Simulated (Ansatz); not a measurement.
# C₄H₆Zn: one species, many methods

Aim: compute C₄H₆Zn with functionals from several rungs and with coupled cluster, and see how far each lands from CCSD(T) at the basis-set limit for the atomisation energy.

Method: functionals in def2-TZVPP, the program's frozen cores in correlated methods; program: Ansatz 0.2.0, Gaussian basis.

Plan: PBE-D4, r2SCAN-D4, PBE0-D4, B3LYP-D4, ωB97X-V, ωB97M-V, B2PLYP; CCSD(T)/def2-TZVPP; MP2/def2-QZVPP; extrapolation to the limit.

### Step 1. The geometry

The geometry comes from an earlier relaxation with PBE0-D4 in a triple-zeta def2 set; it is a stationary point, not always the lowest conformer.

11 atoms, charge 0, spin multiplicity 1.

Atoms are counted from 1 here; the program's logs count them from 0.

Bond lengths: C1–C2 1.300 Å, C1–H6 1.086 Å, C1–H7 1.086 Å, C2–C4 1.302 Å, C4–C5 1.497 Å, C4–H8 1.089 Å, C5–H9 1.094 Å, C5–H10 1.094 Å, C5–H11 1.090 Å. Angles: C2–C1–H6 121.4°, C2–C1–H7 121.1°, H6–C1–H7 117.5°, C1–C2–C4 179.6°, C2–C4–C5 124.8°, C2–C4–H8 117.8°, C5–C4–H8 117.4°, C4–C5–H9 110.8°, C4–C5–H10 110.6°, C4–C5–H11 111.2°, H9–C5–H10 107.2°, H9–C5–H11 108.5°, H10–C5–H11 108.4°.

Coordinates:

```
C    -1.2742    1.5458   -0.5662
C    -0.6355    0.4143   -0.5137
Zn    2.5675    1.8486   -0.0944
C     0.0097   -0.7151   -0.4536
C     0.4720   -1.3682    0.8116
H    -2.3585    1.5851   -0.5357
H    -0.7404    2.4888   -0.6445
H     0.2340   -1.2225   -1.3904
H     0.0362   -2.3663    0.9142
H     1.5598   -1.4895    0.8081
H     0.1948   -0.7778    1.6849
```

### Step 2. PBE-D4 (GGA)

The input, in.yaml:

```yaml
crystal:
  periodic: [false, false, false]
  atoms:
    - {symbol: C, position_ang: [-1.274155, 1.545752, -0.566167]}
    - {symbol: C, position_ang: [-0.635517, 0.414342, -0.513663]}
    - {symbol: Zn, position_ang: [2.567487, 1.848603, -0.094424]}
    - {symbol: C, position_ang: [0.009696, -0.715116, -0.453562]}
    - {symbol: C, position_ang: [0.472037, -1.368238, 0.811583]}
    - {symbol: H, position_ang: [-2.358545, 1.585116, -0.535680]}
    - {symbol: H, position_ang: [-0.740443, 2.488810, -0.644479]}
    - {symbol: H, position_ang: [0.234033, -1.222508, -1.390365]}
    - {symbol: H, position_ang: [0.036219, -2.366312, 0.914198]}
    - {symbol: H, position_ang: [1.559754, -1.489550, 0.808147]}
    - {symbol: H, position_ang: [0.194835, -0.777800, 1.684914]}
basis:
  gaussian: {orbitals: def2-TZVPP}
hamiltonian: {xc: pbe, dispersion: d4}
output: {forces: true, orbitals: {seedname: orbitals}}
```

On the command line:

```bash
$ ansatz run in.yaml --threads 2 --pin off --events-out ev --progress --plain --max-ram 32768MiB --backend cuda --devices 0, --max-vram 18GiB
```

The runs that follow: r2SCAN-D4 (meta-GGA); PBE0-D4 (hybrid); B3LYP-D4 (hybrid); ωB97X-V (range-separated); ωB97M-V (range-separated); B2PLYP (double hybrid); CCSD(T) in def2-TZVPP; MP2 in def2-QZVPP.

Before running them: what should the planned runs give, taken together? Wanted: atomisation energy, CCSD(T)/CBS; farthest; mean size of error, hybrid; mean size of error, range-separated; gap, smallest and largest; T1 diagnostic; triples share of the correlation energy.

The runs gave:

| quantity | value |
| --- | --- |
| atomisation energy, CCSD(T)/CBS | 4180.8 kJ/mol |
| functionals within 20.9 kJ/mol (0.5 %) | ωB97X-V, ωB97M-V |
| farthest | PBE-D4 (+133.3 kJ/mol) |
| mean size of error, hybrid | 44.4 kJ/mol |
| mean size of error, range-separated | 10.6 kJ/mol |
| gap, smallest and largest | 4.47 eV (PBE-D4), 9.56 eV (ωB97X-V) |
| T1 diagnostic | 0.0136 |
| triples share of the correlation energy | 3.9 % |

What this shows: PBE-D4 misses by +133.3 kJ/mol. Double hybrids carry the basis error of their MP2 part in triple zeta, and no dispersion term here, so their miss is partly the set-up's. Misses under about 20.9 kJ/mol are within the doubt on the reference itself, which lacks core-valence correlation, relativity and higher excitations. Hartree-Fock recovers 75 % of the binding; the rest is correlation. The gap grows from 4.5 to 9.6 eV across the functionals, mostly with the share of exact exchange. For Zn the d shell is correlated and the shells below it are frozen.
